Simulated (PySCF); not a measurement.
# WHOH: relaxation and vibrations of the singlet

The task is one start of a wider search on WHOH: the singlet, from a bent start. It is relaxed, tested by its Hessian and followed downhill if it is a saddle.

Computed with PySCF 2.14.0. Level: PBE0, basis W def2-TZVP with ECP60, H def2-TZVP, O def2-TZVP, scalar-relativistic core potentials, no spin–orbit coupling, density fitting.

### 1 The system as given

4 atoms, charge 0, spin multiplicity 1.

Bond lengths: W1–H2 1.690 Å, W1–O3 2.000 Å, O3–H4 0.960 Å. Angles: H2–W1–O3 110.0°, W1–O3–H4 130.0°.

```xyz
4
charge 0 multiplicity 1
W     0.0000    0.0000    0.0000
H     1.3844    0.0000    0.9693
O    -1.6383    0.0000    1.1472
H    -2.1438    0.7354    1.5011
```

### 2 Finding the electronic state

The steps below are one call of a driver around PySCF. For each, scf.py gives the equivalent set-up of the SCF; relaxations use the driver's own optimiser. After this first run the driver tries any further starts and a stability analysis.

scf.py

```python
from pyscf import gto, scf, dft
mol = gto.M(atom='''
W      0.000000     0.000000     0.000000
H      1.384400     0.000000     0.969300
O     -1.638300     0.000000     1.147200
H     -2.143800     0.735400     1.501100''',
    basis={'W': 'def2-TZVP', 'H': 'def2-TZVP', 'O': 'def2-TZVP'},
    ecp={'W': 'def2-TZVP'},
    charge=0, spin=0)
mf = dft.RKS(mol, xc='PBE0')
mf.grids.atom_grid = (50, 194)
aux = {'W': 'def2-universal-JKFIT', 'H': 'def2-universal-JKFIT', 'O': 'def2-universal-JKFIT'}
mf = mf.density_fit(auxbasis=aux)
mf.conv_tol = 1e-08
mf.diis_space = 10
mf.max_cycle = 60
mf.init_guess = 'minao'
mf.verbose = 4
mf.kernel()
```

The run is started by

```bash
OMP_NUM_THREADS=2 python axn.py task.json out
```

The log of the run, cut to the lines that bear on the results:

```text
[... the frontier levels of the middle cycles are left out ...]
init E= -124.602675350401
  HOMO = -0.291844366842956  LUMO = -0.283683039454157  gap/eV = 0.22208
cycle= 1 E= -143.087885704241  delta_E= -18.5  |g|= 0.935  |ddm|= 6.81
  HOMO = -0.197143458313127  LUMO = -0.130943201333831  gap/eV = 1.80140
cycle= 2 E= -140.235353882496  delta_E= 2.85  |g|= 3.63  |ddm|= 2.11
  HOMO = -0.121692422639485  LUMO = -0.0785339994224721  gap/eV = 1.17440
cycle= 3 E= -143.24124846891  delta_E= -3.01  |g|= 0.377  |ddm|= 1.86
cycle= 4 E= -143.275630162443  delta_E= -0.0344  |g|= 0.204  |ddm|= 0.793
cycle= 5 E= -143.288955725469  delta_E= -0.0133  |g|= 0.0562  |ddm|= 0.303
cycle= 6 E= -143.290900348409  delta_E= -0.00194  |g|= 0.0259  |ddm|= 0.101
cycle= 7 E= -143.292256720362  delta_E= -0.00136  |g|= 0.0158  |ddm|= 0.107
cycle= 8 E= -143.293239951108  delta_E= -0.000983  |g|= 0.0114  |ddm|= 0.114
cycle= 9 E= -143.293735663616  delta_E= -0.000496  |g|= 0.00747  |ddm|= 0.0855
cycle= 10 E= -143.293967811614  delta_E= -0.000232  |g|= 0.00423  |ddm|= 0.0619
cycle= 11 E= -143.29409556133  delta_E= -0.000128  |g|= 0.00172  |ddm|= 0.0771
cycle= 12 E= -143.294102168756  delta_E= -6.61e-06  |g|= 0.000841  |ddm|= 0.0132
cycle= 13 E= -143.294103740984  delta_E= -1.57e-06  |g|= 0.000548  |ddm|= 0.00448
cycle= 14 E= -143.294104500564  delta_E= -7.6e-07  |g|= 0.000306  |ddm|= 0.00318
cycle= 15 E= -143.294105081497  delta_E= -5.81e-07  |g|= 0.000135  |ddm|= 0.00425
cycle= 16 E= -143.294105199727  delta_E= -1.18e-07  |g|= 8.98e-05  |ddm|= 0.0018
cycle= 17 E= -143.294105243747  delta_E= -4.4e-08  |g|= 5e-05  |ddm|= 0.000961
cycle= 18 E= -143.294105263979  delta_E= -2.02e-08  |g|= 3.87e-05  |ddm|= 0.000812
cycle= 19 E= -143.294105273882  delta_E= -9.9e-09  |g|= 1.3e-05  |ddm|= 0.000763
  HOMO = -0.197624428869702  LUMO = -0.103943056285782  gap/eV = 2.54920
Extra cycle  E= -143.294105274184  delta_E= -3.02e-10  |g|= 1.23e-05  |ddm|= 6.16e-05
converged SCF energy = -143.294105274184
```

This step, with its further starts and checks, ran for 4.4 s (2 threads of AMD EPYC 9R45 (Zen 5), shared host).

The starts that the driver tried:

| start | energy (Eh) |
| --- | --- |
| the minimal-basis guess | -143.294105 |
| a thermally smeared density | -143.294105 |
| a smeared PBE density | -143.294105 |

The test of internal stability and the other starts found no lower closed-shell solution.

### 3 Relaxing the singlet from the bent start

The program finds C1 symmetry in the start. The walk stops when the largest gradient is under 0.0003 Eh/bohr and the energy has settled too.

scf.py: that of step 2 with these lines changed.

```diff
@@ -3,4 +3,4 @@
-W      0.000000     0.000000     0.000000
-H      1.384400     0.000000     0.969300
-O     -1.638300     0.000000     1.147200
-H     -2.143800     0.735400     1.501100''',
+W      0.133539    -0.003670    -0.103184
+H      1.517939    -0.003670     0.866116
+O     -1.504761    -0.003670     1.044016
+H     -2.010261     0.731730     1.397916''',
@@ -17 +16,0 @@
-mf.init_guess = 'minao'
```

Energy and gradient, step by step:

```
step  energy (Eh)  change (kJ/mol)  largest gradient (Eh/bohr)
   0  -143.294105             0.00                     0.06435
   1  -143.311189           -44.85                     0.02581
   2  -143.315590           -56.41                     0.03712
   3  -143.319281           -66.10                     0.03166
   4  -143.320952           -70.48                     0.02869
   5  -143.323182           -76.34                     0.01632
   6  -143.324193           -79.00                     0.01077
   7  -143.324725           -80.39                     0.00445
   8  -143.324932           -80.94                     0.00194
   9  -143.325022           -81.17                     0.00067
  10  -143.325031           -81.20                     0.00071
  11  -143.325038           -81.21                     0.00070
  12  -143.325042           -81.22                     0.00027
  13  -143.325042           -81.22                     0.00007
```

The walk took 16 s.

Geometry (Å) and forces (eV/Å) at some steps:

```
step 0
W    0.134  -0.004  -0.103  -3.309   0.135   2.987
H    1.518  -0.004   0.866   0.301   0.014  -0.376
O   -1.505  -0.004   1.044   2.780  -0.333  -2.489
H   -2.010   0.732   1.398   0.229   0.184  -0.123
step 1
W    0.076  -0.008  -0.026  -1.327  -0.052   1.306
H    1.526   0.008   0.851   0.201   0.066  -0.213
O   -1.496  -0.010   0.980   0.653   0.485  -0.875
H   -1.969   0.730   1.400   0.472  -0.499  -0.217
step 7
W    0.050  -0.186   0.113  -0.089  -0.030   0.173
H    1.589   0.115   0.818  -0.117   0.010  -0.089
O   -1.629   0.148   0.741   0.229   0.186   0.031
H   -1.874   0.643   1.533  -0.023  -0.166  -0.115
step 13
W    0.057  -0.201   0.134  -0.003  -0.001  -0.002
H    1.603   0.115   0.796   0.002   0.000   0.003
O   -1.610   0.181   0.739   0.003  -0.002  -0.003
H   -1.913   0.625   1.536  -0.001   0.004   0.003
```

End point (Cs, 13 steps, 81.2 kJ/mol gained): O–H 0.961 Å, W–H 1.712 Å, W–O 1.814 Å; H–O–W 131.6°, H–W–O 131.5°.

### 4 Frequencies

On the finer grid the gradient is checked again; gradients at displacements of ±0.02 bohr then give force constants and infrared intensities.

scf.py: that of step 3 with these lines changed.

```diff
@@ -3,4 +3,4 @@
-W      0.133539    -0.003670    -0.103184
-H      1.517939    -0.003670     0.866116
-O     -1.504761    -0.003670     1.044016
-H     -2.010261     0.731730     1.397916''',
+W      0.134074    -0.036026    -0.058383
+H      1.680856     0.279819     0.603905
+O     -1.532524     0.345729     0.546690
+H     -1.835531     0.790957     1.343035''',
@@ -11 +11 @@
-mf.grids.atom_grid = (50, 194)
+mf.grids.atom_grid = (75, 302)
@@ -14 +14 @@
-mf.conv_tol = 1e-08
+mf.conv_tol = 1e-10
```

This SCF starts from the last density.

SCF at the final geometry:

```text
init E= -143.325038201757
  HOMO = -0.194410072350085  LUMO = -0.0932836360611245  gap/eV = 2.75179
cycle= 1 E= -143.325038201763  delta_E= -6.65e-12  |g|= 2.38e-06  |ddm|= 1.08e-05
  HOMO = -0.194410405917299  LUMO = -0.0932839772457921  gap/eV = 2.75179
Extra cycle  E= -143.325038201783  delta_E= -1.98e-11  |g|= 3.91e-06  |ddm|= 1.11e-05
converged SCF energy = -143.325038201783
```

The whole step took 27 s.

Geometry: Cs; O–H 0.961 Å, W–H 1.712 Å, W–O 1.814 Å; H–O–W 131.6°, H–W–O 131.5°.

Modes, for the most abundant isotopes:

| symmetry | ω (cm⁻¹) | IR (km/mol) | μ (u) |
| --- | --- | --- | --- |
| a' | 480 | 109 | 1.01 |
| a'' | 581 | 104 | 1.14 |
| a' | 690 | 77.0 | 1.57 |
| a' | 808 | 54.7 | 3.19 |
| a' | 1981 | 129 | 1.01 |
| a' | 3868 | 238 | 1.07 |

All wavenumbers are real: a minimum.

Constants and moments:

```
Dipole moment                                                   : 1.17 D
Highest occupied level                                          : -5.29 eV
Lowest empty level                                              : -2.54 eV
Rotational constants                                            : 7.807, 0.3042, 0.2928 cm⁻¹
Zero-point energy                                               : 50.3 kJ/mol
Principal polarisabilities                                      : 53.0, 65.0, 66.7 bohr³
Atomisation energy without zero-point energy                    : 1035 kJ/mol
Principal traceless quadrupole moments about the centre of mass : -6.46, -3.97, 10.43 D Å
Entropy at 298.15 K and 1 bar                                   : 267.5 J/(mol K)
Heat capacity Cp at 298.15 K                                    : 49.4 J/(mol K)
Enthalpy at 298.15 K above 0 K                                  : 11.50 kJ/mol
Rotational symmetry number                                      : 1
```

Populations by atom (charges in e):

```tsv
atom	Mulliken	Löwdin	polar tensor	Mayer order to W1
W1	0.31	0.23	0.56	–
H2	-0.11	-0.16	-0.20	0.99
O3	-0.57	-0.24	-0.71	1.33
H4	0.37	0.18	0.35	0.00
```

Mulliken populations on W1 (outside its core potential): s 3.40, p 6.21, d 4.04, f 0.04.

### 5 A spin-polarised start

A stability analysis found the closed shell of the lowest minimum unstable towards spin polarisation, so the unrestricted solution is followed.

The program finds Cs symmetry in the start, which may break. Threshold on the gradient: 0.0003 Eh/bohr, with a further test on the energy change.

scf.py: that of step 4 with these lines changed.

```diff
@@ -3,4 +3,4 @@
-W      0.134074    -0.036026    -0.058383
-H      1.680856     0.279819     0.603905
-O     -1.532524     0.345729     0.546690
-H     -1.835531     0.790957     1.343035''',
+W      0.134101    -0.035937    -0.058219
+H      1.680883     0.279908     0.604069
+O     -1.532496     0.345818     0.546853
+H     -1.835504     0.791046     1.343198''',
@@ -10,2 +10,2 @@
-mf = dft.RKS(mol, xc='PBE0')
-mf.grids.atom_grid = (75, 302)
+mf = dft.UKS(mol, xc='PBE0')
+mf.grids.atom_grid = (50, 194)
@@ -14 +14 @@
-mf.conv_tol = 1e-10
+mf.conv_tol = 1e-08
```

Energy and gradient, step by step:

```csv
step,energy (Eh),change (kJ/mol),largest gradient (Eh/bohr)
0,-143.350094,0.00,0.01184
1,-143.350407,-0.82,0.00265
2,-143.350428,-0.88,0.00158
3,-143.350471,-0.99,0.00108
4,-143.350498,-1.06,0.00107
5,-143.350524,-1.13,0.00093
6,-143.350531,-1.15,0.00041
7,-143.350534,-1.15,0.00037
8,-143.350535,-1.16,0.00020
```

The walk took 14 s.

After 8 steps and 1.2 kJ/mol it ends at Cs: O–H 0.961 Å, W–H 1.707 Å, W–O 1.839 Å; H–O–W 128.0°, H–W–O 128.1°.

### 6 Is it a minimum? Harmonic modes

The same treatment as at the point before.

scf.py: that of step 5 with these lines changed.

```diff
@@ -3,4 +3,4 @@
-W      0.134101    -0.035937    -0.058219
-H      1.680883     0.279908     0.604069
-O     -1.532496     0.345818     0.546853
-H     -1.835504     0.791046     1.343198''',
+W      0.135319    -0.037404    -0.060741
+H      1.640935     0.314463     0.663548
+O     -1.546646     0.358744     0.568878
+H     -1.782577     0.812173     1.382483''',
@@ -11 +11 @@
-mf.grids.atom_grid = (50, 194)
+mf.grids.atom_grid = (75, 302)
@@ -14 +14 @@
-mf.conv_tol = 1e-08
+mf.conv_tol = 1e-10
```

Log of the central SCF (cycles and frontier levels):

```text
init E= -143.350533601063
[... the frontier-level lines of each cycle are left out ...]
cycle= 1 E= -143.350533601067  delta_E= -4.06e-12  |g|= 8.67e-07  |ddm|= 4.28e-06
Extra cycle  E= -143.350533601075  delta_E= -8.21e-12  |g|= 8.67e-07  |ddm|= 4.04e-06
converged SCF energy = -143.350533601075  <S^2> = 1.4304276  2S+1 = 2.5926262
```

The whole step ran for 52 s (2 threads of AMD EPYC 9R45 (Zen 5), shared host).

Geometry: Cs; O–H 0.961 Å, W–H 1.707 Å, W–O 1.839 Å; H–O–W 128.0°, H–W–O 128.1°.

Harmonic modes (main isotopes):

```csv
ω (cm⁻¹),IR (km/mol),μ (u)
413,81.6,1.14
448,98.5,1.04
697,122,2.95
732,27.6,1.57
1981,135,1.01
3875,215,1.07
```

No imaginary mode, so this is a minimum.

Here the density breaks the symmetry of the frame, and no labels are given.

Properties at this point:

```
Dipole moment                                                   : 0.93 D
Highest occupied level                                          : -5.60 eV
Lowest empty level                                              : -1.99 eV
Rotational constants                                            : 7.098, 0.2985, 0.2864 cm⁻¹
Zero-point energy                                               : 48.7 kJ/mol
Principal polarisabilities                                      : 55.0, 62.9, 63.0 bohr³
Atomisation energy without zero-point energy                    : 1102 kJ/mol
Principal traceless quadrupole moments about the centre of mass : -5.78, -3.80, 9.58 D Å
Entropy at 298.15 K and 1 bar                                   : 270.5 J/(mol K)
Heat capacity Cp at 298.15 K                                    : 51.8 J/(mol K)
Enthalpy at 298.15 K above 0 K                                  : 11.95 kJ/mol
Rotational symmetry number                                      : 1
Spin squared ⟨S²⟩                                               : 1.430
```

Charges (e) and bond orders:

```
atom  Mulliken  Löwdin  polar tensor  spin (Mulliken)  Mayer order to W1
  W1      0.34    0.25          0.60             0.00                  –
  H2     -0.10   -0.15         -0.21             0.00               0.99
  O3     -0.59   -0.27         -0.72             0.00               1.24
  H4      0.36    0.17          0.33             0.00               0.01
```

Mulliken populations on W1 (outside its core potential): s 3.28, p 6.24, d 4.11, f 0.04.

### 7 All stationary points

| spin | group | bonds | imaginary modes (cm⁻¹) | ΔE (kJ/mol) | with zero-point energy |
| --- | --- | --- | --- | --- | --- |
| broken-symmetry (Ms = 0) | Cs (density of lower symmetry) | O–H 0.961 Å, W–H 1.707 Å, W–O 1.839 Å | none | 0.0 | 0.0 |
| singlet | Cs | O–H 0.961 Å, W–H 1.712 Å, W–O 1.814 Å | none | 66.9 | 68.5 |

### 8 Results

```
                                          quantity                                                              value
                                           minimum                                       broken-symmetry (Ms = 0), Cs
                                          geometry  O–H 0.961 Å, W–H 1.707 Å, W–O 1.839 Å; H–O–W 128.0°, H–W–O 128.1°
                                wavenumbers (cm⁻¹)                                     413, 448, 697, 732, 1981, 3875
                                     dipole moment                                                             0.93 D
highest occupied, lowest empty level (either spin)                                                    -5.60, -1.99 eV
                         polar-tensor charge of W1                                                            +0.60 e
                                 zero-point energy                                                        48.7 kJ/mol
                               entropy at 298.15 K                                                    270.5 J/(mol K)
         atomisation energy (no zero-point energy)                                                        1102 kJ/mol
                                              ⟨S²⟩                                                              1.430
```

From C1 at the start the molecule goes to a Cs minimum. The determinant is spin-contaminated (⟨S²⟩ = 1.43 against 0.00), so it is no pure spin state. In the infrared the band at 3875 cm⁻¹ leads. Other starts or spin states, not run here, may lie lower. The SCF density has lower symmetry than the nuclear frame. With an element this heavy the missing spin–orbit coupling can shift these numbers.

The search up to here took 1.9 min.
